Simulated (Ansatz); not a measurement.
# Cl− with H₂O: superposition error and deformation, part 1 of 2

Aim: split the binding of a pair into the counterpoise interaction, the basis-set superposition error and the cost of deforming the fragments.

Program: Ansatz 0.2.0, Gaussian basis. Level of theory: PBE0-D4 structures, single points in def2-TZVPPD. These are calculated values, not measurements.

Levels: PBE-D4, revPBE-D4, BLYP-D4, r2SCAN-D4, B97M-V, PBE0-D4, B3LYP-D4, HSE06-D4, wB97X-V, wB97M-V, B2PLYP, Hartree-Fock, MP2, CCSD, CCSD(T).

Cores are frozen in the correlated methods. B3LYP uses VWN-RPA correlation. B2PLYP carries no dispersion term here.

129 further runs of the same task are left out: 129 set aside as unsound or not needed.

## 1. The starting structure

The relaxed pair: 4 atoms, charge -1, spin multiplicity 1.

Atoms are counted from 1 here; the program's logs count them from 0.

Bond lengths: O2–H3 0.959 Å, O2–H4 0.992 Å. Angles: H3–O2–H4 101.2°.

Coordinates:

```xyz
4
ClH2O
Cl    0.1739    0.0598   -2.0872
O     0.2197   -0.0260    1.0013
H    -0.7373   -0.0363    1.0685
H     0.3437    0.0025    0.0173
```

Atoms 1 to 1 are fragment A (Cl−), the rest fragment B (H₂O). From earlier runs, pair energy (eV) and counterpoise interaction (meV):

```
      method       E(pair)  interaction
      PBE-D4  -14599.00419         -719
   revPBE-D4  -14603.49143         -678
     BLYP-D4  -14605.99047         -675
   r2SCAN-D4  -14604.38240         -708
      B97M-V  -14602.30679         -658
     PBE0-D4  -14599.93672         -710
    B3LYP-D4  -14606.98758         -685
    HSE06-D4  -14599.62359         -710
     wB97X-V  -14603.63322         -677
     wB97M-V  -14604.88771         -670
      B2PLYP  -14601.45918         -647
Hartree-Fock  -14575.65785         -535
         MP2  -14588.56394         -646
     CCSD(T)  -14589.59139         -634
```

First each fragment is run alone in its own basis, frozen in the shape it has in the pair (a, b).

## 2. wB97X-V/def2-TZVPPD

File a/in.yaml:

```yaml
crystal:
  periodic: [false, false, false]
  atoms:
    - {symbol: Cl, position_ang: [0.173949, 0.059808, -2.087242]}
basis:
  gaussian: {orbitals: "def2-TZVPPD.json"}
total_charge: -1
hamiltonian: {xc: {name: wB97X-V}}
```

File b/in.yaml:

```yaml
crystal:
  periodic: [false, false, false]
  atoms:
    - {symbol: O, position_ang: [0.219655, -0.026014, 1.001306]}
    - {symbol: H, position_ang: [-0.737284, -0.036341, 1.068533]}
    - {symbol: H, position_ang: [0.343680, 0.002547, 0.017303]}
basis:
  gaussian: {orbitals: "def2-TZVPPD.json"}
hamiltonian: {xc: {name: wB97X-V}}
```

The basis file named in the input lies beside it (Basis Set Exchange, JSON).

The same command starts each run, in its folder.

Launch:

```sh
$ ansatz run in.yaml --threads 2 --pin off --events-out ev --progress --plain --max-ram 5222MiB
```

a printed:

```text
Functional definition: wB97X-V
  name "wB97X-V"
  cite "Mardirossian & Head-Gordon, Phys. Chem. Chem. Phys. 16, 9904 (2014) doi:10.1039/C3CP54374A"
  cite "Becke, J. Chem. Phys. 107, 8554 (1997) doi:10.1063/1.475007"
  cite "Vydrov & Van Voorhis, J. Chem. Phys. 133, 244103 (2010) doi:10.1063/1.3521275"
  parameter omega = 0.3/bohr
  parameter cx = 0.167
  parameter cx1 = 0.603
  parameter cx2 = 1.194
  parameter css0 = 0.556
  parameter css1 = -0.257
  parameter cos0 = 1.219
  parameter cos1 = -1.850
  parameter b = 6.0
  parameter c = 0.01
  exchange = spin_sum(e_x_unif_sr(omega)*poly(b97_u_x, 1 - cx, cx1, cx2)) + cx*exact_x_sr(omega) + exact_x_lr(omega)
  correlation = spin_sum(e_c_pw_same_spin*poly(b97_u_same, css0, css1))
      + integral(e_c_pw_opposite_spin*poly(b97_u_opposite, cos0, cos1)) + vv10(b, c)
327 factors; their error is unknown
60 factors; integrals over basis functions are off by at most 9.2e-5 eV
mean field evaluation 1: about -12522.3621 eV, gradient 1.9e1 eV
mean field evaluation 2: about -12522.7269 eV, gradient 1.4e1 eV
mean field evaluation 4: about -12523.0001 eV, gradient 4.6e-2 eV
mean field evaluation 8: about -12523.0240 eV, gradient 8.1e-4 eV
mean field -12523.02401890 eV, -460.2126442842 hartree, gradient 8.1e-6 eV, S^2 0.000000; 0 other end points of the search recorded, 0 dependent functions left out
reference -12523.02401757 eV, -460.2126442353 hartree; 9, 9 occupied and 42, 42 virtual orbitals, 327 factors
Total energy: -12523.02401757 eV, -460.2126442353 hartree
```

Log of b, cut to the lines that bear on the results:

```text
[... 5 set-up lines as earlier in the session ...]
[...]
      + integral(e_c_pw_opposite_spin*poly(b97_u_opposite, cos0, cos1)) + vv10(b, c)
302 factors; their error is unknown
104 factors; integrals over basis functions are off by at most 3.3e-5 eV
[...]
mean field -2079.92723729 eV, -76.4359161450 hartree, gradient 5.9e-5 eV, S^2 0.000000; 0 other end points of the search recorded, 0 dependent functions left out
reference -2079.92723538 eV, -76.4359160749 hartree; 5, 5 occupied and 69, 69 virtual orbitals, 302 factors
Total energy: -2079.92723538 eV, -76.4359160749 hartree
```

Times: 0.3 s (a), 0.45 s (b) on 2 threads of Intel Xeon 6975P-C, shared host.

## 3. wB97M-V/def2-TZVPPD

Each input of step 2 (a, b) changes in the same lines:

```diff
-hamiltonian: {xc: {name: wB97X-V}}
+hamiltonian: {xc: {name: wB97M-V}}
```

The same command starts each run, in its folder.

Launch:

```sh
$ ansatz run in.yaml --threads 2 --pin off --events-out ev --progress --plain --max-ram 5222MiB
```

Log of a, cut to the lines that bear on the results:

```text
Functional definition: wB97M-V
  name "wB97M-V"
  cite "Mardirossian & Head-Gordon, J. Chem. Phys. 144, 214110 (2016) doi:10.1063/1.4952647"
[... 2 set-up lines as earlier in the session ...]
  # Of w^i u^j: cxij and so on, Table III.
[...]
  gx(w, u) = 1 - cx + cx01*u + cx10*w
  gss(w, u) = css00 + css04*u^4 + css10*w + css20*w^2 + css43*w^4*u^3
  gos(w, u) = cos00 + cos10*w + (cos20 + cos21*u)*w^2 + (cos60 + cos61*u)*w^6
[...]
      + integral(e_c_pw_mod_opposite_spin*gos(b97_w_opposite, b97_u_opposite)) + vv10(b, c)
327 factors; their error is unknown
60 factors; integrals over basis functions are off by at most 9.2e-5 eV
[...]
mean field -12524.30685360 eV, -460.2597875899 hartree, gradient 4.6e-5 eV, S^2 0.000000; 0 other end points of the search recorded, 0 dependent functions left out
reference -12524.30688670 eV, -460.2597888060 hartree; 9, 9 occupied and 42, 42 virtual orbitals, 327 factors
Total energy: -12524.30688670 eV, -460.2597888060 hartree
```

Log of b, cut to the lines that bear on the results:

```text
[... 5 set-up lines as earlier in the session ...]
  # Of w^i u^j: cxij and so on, Table III.
[...]
  gx(w, u) = 1 - cx + cx01*u + cx10*w
  gss(w, u) = css00 + css04*u^4 + css10*w + css20*w^2 + css43*w^4*u^3
  gos(w, u) = cos00 + cos10*w + (cos20 + cos21*u)*w^2 + (cos60 + cos61*u)*w^6
[...]
      + integral(e_c_pw_mod_opposite_spin*gos(b97_w_opposite, b97_u_opposite)) + vv10(b, c)
302 factors; their error is unknown
104 factors; integrals over basis functions are off by at most 3.3e-5 eV
[...]
mean field -2079.90727159 eV, -76.4351824192 hartree, gradient 4.3e-5 eV, S^2 0.000000; 0 other end points of the search recorded, 0 dependent functions left out
reference -2079.90731879 eV, -76.4351841537 hartree; 5, 5 occupied and 69, 69 virtual orbitals, 302 factors
Total energy: -2079.90731879 eV, -76.4351841537 hartree
```

Times: 0.3 s (a), 0.45 s (b) on 2 threads of Intel Xeon 6975P-C, shared host.

## 4. B2PLYP/def2-TZVPPD

The same edit goes into each in.yaml of step 3 (a, b):

```diff
-hamiltonian: {xc: {name: wB97M-V}}
+hamiltonian: {xc: {name: B2PLYP}}
```

One command serves all of them, each in its own folder.

Launch:

```sh
$ ansatz run in.yaml --threads 2 --pin off --events-out ev --progress --plain --max-ram 5222MiB
```

Output in a, cut to the lines that bear on the results:

```text
Functional definition: B2PLYP
  name "B2PLYP"
  cite "Grimme, J. Chem. Phys. 124, 034108 (2006) doi:10.1063/1.2148954"
  cite "Becke, Phys. Rev. A 38, 3098 (1988) doi:10.1103/PhysRevA.38.3098"
  cite "Lee, Yang & Parr, Phys. Rev. B 37, 785 (1988) doi:10.1103/PhysRevB.37.785"
[...]
293 factors; integrals over basis functions are off by at most 1.6e-4 eV
[...]
mean field -12519.61027230 eV, -460.0871914103 hartree, gradient 5.8e-6 eV, S^2 0.000000; 0 other end points of the search recorded, 0 dependent functions left out
5 core orbitals not correlated: weight in the atoms' cores, before any rotation towards them, 1.000 or more for the frozen orbitals, at most 0.000 for the correlated occupied ones
reference -12519.61036088 eV, -460.0871946657 hartree; 4, 4 occupied and 42, 42 virtual orbitals, 293 factors
second order -6.74510282 eV of doubles, -0.00000000 eV of singles
Total energy: -12521.43153864 eV, -460.1541217140 hartree
```

b printed, cut to the lines that bear on the results:

```text
[... 5 set-up lines as earlier in the session ...]
[...]
428 factors; integrals over basis functions are off by at most 1.3e-3 eV
[...]
mean field -2077.04553369 eV, -76.3300154910 hartree, gradient 2.8e-6 eV, S^2 0.000000; 0 other end points of the search recorded, 0 dependent functions left out
1 core orbitals not correlated: weight in the atoms' cores, before any rotation towards them, 1.000 or more for the frozen orbitals, at most 0.000 for the correlated occupied ones
reference -2077.04564975 eV, -76.3300197564 hartree; 4, 4 occupied and 69, 69 virtual orbitals, 428 factors
second order -8.59553951 eV of doubles, -0.00000000 eV of singles
Total energy: -2079.36644542 eV, -76.4153074240 hartree
```

Wall times: 0.2 s (a), 0.3 s (b) on 2 threads of Intel Xeon 6975P-C, shared host.

## 5. B97M-V/def2-TZVPPD

Each input of step 4 (a, b) changes in the same lines:

```diff
-hamiltonian: {xc: {name: B2PLYP}}
+hamiltonian: {xc: {name: B97M-V}}
```

Each run has its own folder and the same command.

Launch:

```sh
$ ansatz run in.yaml --threads 2 --pin off --events-out ev --progress --plain --max-ram 5222MiB
```

Log of a, cut to the lines that bear on the results:

```text
Functional definition: B97M-V
  name "B97M-V"
  cite "Mardirossian & Head-Gordon, J. Chem. Phys. 142, 074111 (2015) doi:10.1063/1.4907719"
[... 2 set-up lines as earlier in the session ...]
  # Of w^i u^j: cxij and so on, Table III.
[...]
  gx(w, u) = cx00 + cx01*u + cx02*u^2 + (cx10 + cx11*u)*w
  gss(w, u) = css00 + css02*u^2 + css10*w + (css32*w^3 + css42*w^4)*u^2
  gos(w, u) = cos00 + cos01*u + cos03*u^3 + cos10*w + cos32*w^3*u^2
[...]
      + integral(e_c_pw_mod_opposite_spin*gos(b97_w_opposite, b97_u_opposite)) + vv10(b, c)
324 factors; their error is unknown
[...]
mean field -12521.66207109 eV, -460.1625936250 hartree, gradient 8.4e-5 eV, S^2 0.000000; 0 other end points of the search recorded, 0 dependent functions left out
reference -12521.66210999 eV, -460.1625950546 hartree; 9, 9 occupied and 42, 42 virtual orbitals, 324 factors
Total energy: -12521.66210999 eV, -460.1625950546 hartree
```

Log of b, cut to the lines that bear on the results:

```text
[... 5 set-up lines as earlier in the session ...]
  # Of w^i u^j: cxij and so on, Table III.
[...]
  gx(w, u) = cx00 + cx01*u + cx02*u^2 + (cx10 + cx11*u)*w
  gss(w, u) = css00 + css02*u^2 + css10*w + (css32*w^3 + css42*w^4)*u^2
  gos(w, u) = cos00 + cos01*u + cos03*u^3 + cos10*w + cos32*w^3*u^2
[...]
      + integral(e_c_pw_mod_opposite_spin*gos(b97_w_opposite, b97_u_opposite)) + vv10(b, c)
302 factors; their error is unknown
[...]
mean field -2079.98173648 eV, -76.4379189533 hartree, gradient 5.4e-5 eV, S^2 0.000000; 0 other end points of the search recorded, 0 dependent functions left out
reference -2079.98179395 eV, -76.4379210654 hartree; 5, 5 occupied and 69, 69 virtual orbitals, 302 factors
Total energy: -2079.98179395 eV, -76.4379210654 hartree
```

They took 0.25 s (a), 0.4 s (b) on 2 threads of Intel Xeon 6975P-C, shared host.

## 6. CCSD(T)/def2-TZVPPD

The same edit goes into each in.yaml of step 5 (a, b):

```diff
-hamiltonian: {xc: {name: B97M-V}}
+correlation: {method: ccsd_t}
```

The same command starts each run, in its folder.

Launch:

```sh
$ ansatz run in.yaml --threads 2 --pin off --events-out ev --progress --plain --max-ram 5222MiB
```

Output in a, cut to the lines that bear on the results:

```text
Functional definition: HF
  name "HF"
  cite "Fock, Z. Phys. 61, 126 (1930) doi:10.1007/BF01340294"
  parent pbe
[...]
293 factors; integrals over basis functions are off by at most 1.6e-4 eV
[...]
mean field -12505.39286953 eV, -459.5647114954 hartree, gradient 8.0e-6 eV, S^2 0.000000; 0 other end points of the search recorded, 0 dependent functions left out
5 core orbitals not correlated: weight in the atoms' cores, before any rotation towards them, 1.000 or more for the frozen orbitals, at most 0.000 for the correlated occupied ones
reference -12505.39286953 eV, -459.5647114954 hartree; 4, 4 occupied and 42, 42 virtual orbitals, 293 factors
second order -5.54525689 eV of doubles, -0.00000000 eV of singles
cycle   1  -5.85548271 eV  change   -3.1e-1 eV  update   4.0e-2
[...]
cycle   8  -5.97235897 eV  change   -1.2e-6 eV  update   3.9e-6
perturbative correction -0.24425678 eV, -0.0089762710 hartree
Total energy: -12511.60948527 eV, -459.7931679102 hartree
```

Log of b, cut to the lines that bear on the results:

```text
[... 4 set-up lines as earlier in the session ...]
[...]
428 factors; integrals over basis functions are off by at most 1.3e-3 eV
[...]
mean field -2069.72784716 eV, -76.0610954711 hartree, gradient 1.7e-6 eV, S^2 0.000000; 0 other end points of the search recorded, 0 dependent functions left out
1 core orbitals not correlated: weight in the atoms' cores, before any rotation towards them, 1.000 or more for the frozen orbitals, at most 0.000 for the correlated occupied ones
reference -2069.72784716 eV, -76.0610954711 hartree; 4, 4 occupied and 69, 69 virtual orbitals, 428 factors
second order -7.21375987 eV of doubles, -0.00000000 eV of singles
cycle   1  -7.18314717 eV  change    3.1e-2 eV  update   4.9e-2
[...]
cycle   9  -7.35478751 eV  change    1.8e-6 eV  update   3.1e-6
perturbative correction -0.22512546 eV, -0.0082732081 hartree
Total energy: -2077.30776012 eV, -76.3396521348 hartree
```

Times: 0.2 s (a), 0.4 s (b) on 2 threads of Intel Xeon 6975P-C, shared host.

## 7. Relaxing H₂O alone

File relax-b/in.yaml:

```yaml
crystal:
  periodic: [false, false, false]
  atoms:
    - {symbol: O, position_ang: [0.219655, -0.026014, 1.001306]}
    - {symbol: H, position_ang: [-0.737284, -0.036341, 1.068533]}
    - {symbol: H, position_ang: [0.343680, 0.002547, 0.017303]}
basis:
  gaussian: {orbitals: def2-TZVP}
hamiltonian: {xc: pbe0, dispersion: d4}
relax: {f_tol: 0.005, max_steps: 200}
```

Launch:

```sh
$ ansatz run in.yaml --threads 2 --pin off --events-out ev --progress --plain --max-ram 5222MiB
```

Standard output, cut to the lines that bear on the results:

```text
Functional definition: PBE0
  name "PBE0"
  cite "Adamo & Barone, J. Chem. Phys. 110, 6158 (1999) doi:10.1063/1.478522"
  cite "Perdew, Burke & Ernzerhof, Phys. Rev. Lett. 77, 3865 (1996) doi:10.1103/PhysRevLett.77.3865"
[... 1 set-up line as earlier in the session ...]
[...]
239 factors; their error is unknown
[...]
mean field -2078.30043102 eV, -76.3761321172 hartree, gradient 3.5e-5 eV, S^2 0.000000; 0 other end points of the search recorded, 0 dependent functions left out
[...]
reference -2078.30044554 eV, -76.3761326510 hartree; 5, 5 occupied and 38, 38 virtual orbitals, 239 factors
relax step   1: F+E_penalty+E_count = -2078.30475723 eV  Δ(F+E_penalty+E_count) = +0.000e0 eV  max|allowed force component| = 1.726e0 eV/Å  Δτ_max = 0.0000 Å  (21 SCF iters, accepted)
[...]
relax step   3: F+E_penalty+E_count = -2078.33698905 eV  Δ(F+E_penalty+E_count) = -4.829e-3 eV  max|allowed force component| = 8.856e-2 eV/Å  Δτ_max = 0.0103 Å  (27 SCF iters, accepted)
[...]
relax step   4: F+E_penalty+E_count = -2078.33733198 eV  Δ(F+E_penalty+E_count) = -3.429e-4 eV  max|allowed force component| = 4.046e-3 eV/Å  Δτ_max = 0.0039 Å  (27 SCF iters, accepted)
239 factors; their error is unknown
mean field -2078.33307629 eV, -76.3773318090 hartree, gradient 1.2e-5 eV, S^2 0.000000; 1 other end points of the search recorded, 0 dependent functions left out
[...]
reference -2078.33309030 eV, -76.3773323239 hartree; 5, 5 occupied and 38, 38 virtual orbitals, 239 factors
Total energy: -2078.33734599 eV, -76.3774887175 hartree
Atom 0 at     0.211752    -0.025385     0.976266 Å, force     0.001772    -0.000052     0.002415 eV/Å
Atom 1 at    -0.741762    -0.036779     1.082795 Å, force    -0.003621    -0.000078     0.001631 eV/Å
Atom 2 at     0.356062     0.002355     0.028081 Å, force     0.001849     0.000129    -0.004046 eV/Å
Dipole moment:    -0.298377     0.006028    -0.310345 e Å
```

It took 0.6 s on 2 threads of Intel Xeon 6975P-C, shared host.

Along the way:

```csv
step,energy from step 1 (eV),largest force component (eV/Å)
1,0.0000,1.7261
2,-0.0274,0.5950
3,-0.0322,0.0886
4,-0.0326,0.0040
```

Close pairs (by a distance rule), those that changed most:

| bond | before (Å) | after (Å) | change (Å) |
| --- | --- | --- | --- |
| O1–H3 | 0.992 | 0.960 | -0.033 |
| O1–H2 | 0.959 | 0.960 | +0.000 |

## 8. PBE-D4/def2-TZVPPD

File free-b/in.yaml:

```yaml
crystal:
  periodic: [false, false, false]
  atoms:
    - {symbol: O, position_ang: [0.211752, -0.025385, 0.976266]}
    - {symbol: H, position_ang: [-0.741762, -0.036779, 1.082795]}
    - {symbol: H, position_ang: [0.356062, 0.002355, 0.028081]}
basis:
  gaussian: {orbitals: "def2-TZVPPD.json"}
hamiltonian: {xc: pbe, dispersion: d4}
```

Launch:

```sh
$ ansatz run in.yaml --threads 2 --pin off --events-out ev --progress --plain --max-ram 5222MiB
```

Standard output:

```text
Functional definition: PBE
  name "PBE"
[... 2 set-up lines as earlier in the session ...]
  parameter kappa = 0.804
  parameter beta = 0.06672455060314922
  exchange = pbe_x(kappa = kappa, mu = beta*pi^2/3)
  correlation = pbe_c(beta = beta)
302 factors; their error is unknown
mean field evaluation 1: about -2072.8376 eV, gradient 6.0e1 eV
mean field evaluation 2: about -2043.3190 eV, gradient 1.3e2 eV
mean field evaluation 4: about -2078.5010 eV, gradient 1.1e0 eV
mean field evaluation 8: about -2078.5002 eV, gradient 1.9e-2 eV
mean field -2078.50021112 eV, -76.3834739007 hartree, gradient 1.1e-5 eV, S^2 0.000000; 0 other end points of the search recorded, 0 dependent functions left out
reference -2078.50025072 eV, -76.3834753558 hartree; 5, 5 occupied and 69, 69 virtual orbitals, 302 factors
Total energy: -2078.50556760 eV, -76.3836707477 hartree
```

Wall time 0.15 s (2 threads of Intel Xeon 6975P-C, shared host).

## 9. r2SCAN-D4/def2-TZVPPD

free-b/in.yaml, as its differences from that of step 8:

```diff
@@ -8,2 +8,2 @@
   gaussian: {orbitals: "def2-TZVPPD.json"}
-hamiltonian: {xc: pbe, dispersion: d4}
+hamiltonian: {xc: r2scan, dispersion: d4}
```

Launch:

```sh
$ ansatz run in.yaml --threads 2 --pin off --events-out ev --progress --plain --max-ram 5222MiB
```

Standard output:

```text
Functional definition: r2SCAN
  name "r2SCAN"
  cite "Furness, Kaplan, Ning, Perdew & Sun, J. Phys. Chem. Lett. 11, 8208 (2020) doi:10.1021/acs.jpclett.0c02405"
  cite "Furness, Kaplan, Ning, Perdew & Sun, J. Phys. Chem. Lett. 11, 9248 (2020) doi:10.1021/acs.jpclett.0c03077"
  parent r2scan
  parameter k0 = 0.174
  parameter k1 = 0.065
  parameter a1 = 4.9479
  exchange = r2scan_x(k0 = k0, k1 = k1, a1 = a1)
  correlation = r2scan_c
302 factors; their error is unknown
mean field evaluation 1: about -2074.8347 eV, gradient 5.5e1 eV
mean field evaluation 2: about -2060.7137 eV, gradient 1.0e2 eV
mean field evaluation 4: about -2079.6470 eV, gradient 8.5e-1 eV
mean field evaluation 8: about -2079.6451 eV, gradient 2.4e-2 eV
mean field -2079.64510884 eV, -76.4255481156 hartree, gradient 1.0e-5 eV, S^2 0.000000; 0 other end points of the search recorded, 0 dependent functions left out
reference -2079.64512270 eV, -76.4255486251 hartree; 5, 5 occupied and 69, 69 virtual orbitals, 302 factors
Total energy: -2079.64639518 eV, -76.4255953880 hartree
```

It took 0.3 s on 2 threads of Intel Xeon 6975P-C, shared host.

## 10. PBE0-D4/def2-TZVPPD

free-b/in.yaml, as its differences from that of step 9:

```diff
@@ -8,2 +8,3 @@
   gaussian: {orbitals: "def2-TZVPPD.json"}
-hamiltonian: {xc: r2scan, dispersion: d4}
+hamiltonian: {xc: pbe0, dispersion: d4}
+output: {orbitals: {seedname: orbitals}}
```

Launch:

```sh
$ ansatz run in.yaml --threads 2 --pin off --events-out ev --progress --plain --max-ram 5222MiB
```

Standard output, cut to the lines that bear on the results:

```text
[... 5 set-up lines as earlier in the session ...]
  parameter a = 0.25
[... 2 set-up lines as earlier in the session ...]
  exchange = (1 - a)*pbe_x(kappa = kappa, mu = beta*pi^2/3) + a*exact_x
[... 1 set-up line as earlier in the session ...]
302 factors; their error is unknown
mean field evaluation 1: about -2074.4702 eV, gradient 5.1e1 eV
mean field evaluation 2: about -2067.2867 eV, gradient 8.0e1 eV
mean field evaluation 4: about -2078.4894 eV, gradient 2.7e-1 eV
mean field evaluation 8: about -2078.4963 eV, gradient 1.8e-3 eV
mean field -2078.49630206 eV, -76.3833302452 hartree, gradient 1.6e-5 eV, S^2 0.000000; 0 other end points of the search recorded, 0 dependent functions left out
reference -2078.49633158 eV, -76.3833313302 hartree; 5, 5 occupied and 69, 69 virtual orbitals, 302 factors
Total energy: -2078.50058727 eV, -76.3834877238 hartree
```

Run time: 0.2 s. Hardware: 2 threads of Intel Xeon 6975P-C, shared host.

## 11. B3LYP-D4/def2-TZVPPD

free-b/in.yaml, as its differences from that of step 10:

```diff
@@ -8,3 +8,2 @@
   gaussian: {orbitals: "def2-TZVPPD.json"}
-hamiltonian: {xc: pbe0, dispersion: d4}
-output: {orbitals: {seedname: orbitals}}
+hamiltonian: {xc: {name: B3LYP}, dispersion: d4}
```

Launch:

```sh
$ ansatz run in.yaml --threads 2 --pin off --events-out ev --progress --plain --max-ram 5222MiB
```

Standard output:

```text
Functional definition: B3LYP
  name "B3LYP"
  cite "Stephens, Devlin, Chabalowski & Frisch, J. Phys. Chem. 98, 11623 (1994) doi:10.1021/j100096a001"
[... 2 set-up lines as earlier in the session ...]
  cite "Vosko, Wilk & Nusair, Can. J. Phys. 58, 1200 (1980) doi:10.1139/p80-159"
  parameter a0 = 0.2
  parameter ax = 0.72
  parameter ac = 0.81
  exchange = (1 - a0 - ax)*slater_x + ax*b88_x + a0*exact_x
  correlation = (1 - ac)*vwn_rpa_c + ac*lyp_c
302 factors; their error is unknown
mean field evaluation 1: about -2076.1258 eV, gradient 5.5e1 eV
mean field evaluation 2: about -2064.1000 eV, gradient 9.7e1 eV
mean field evaluation 4: about -2080.8343 eV, gradient 4.1e-1 eV
mean field evaluation 8: about -2080.8395 eV, gradient 1.4e-3 eV
mean field -2080.83952019 eV, -76.4694419234 hartree, gradient 2.0e-5 eV, S^2 0.000000; 0 other end points of the search recorded, 0 dependent functions left out
reference -2080.83970846 eV, -76.4694488422 hartree; 5, 5 occupied and 69, 69 virtual orbitals, 302 factors
Total energy: -2080.84813425 eV, -76.4697584841 hartree
```

Run time: 0.2 s. Hardware: 2 threads of Intel Xeon 6975P-C, shared host.

(Continued in part 2 of 2.)
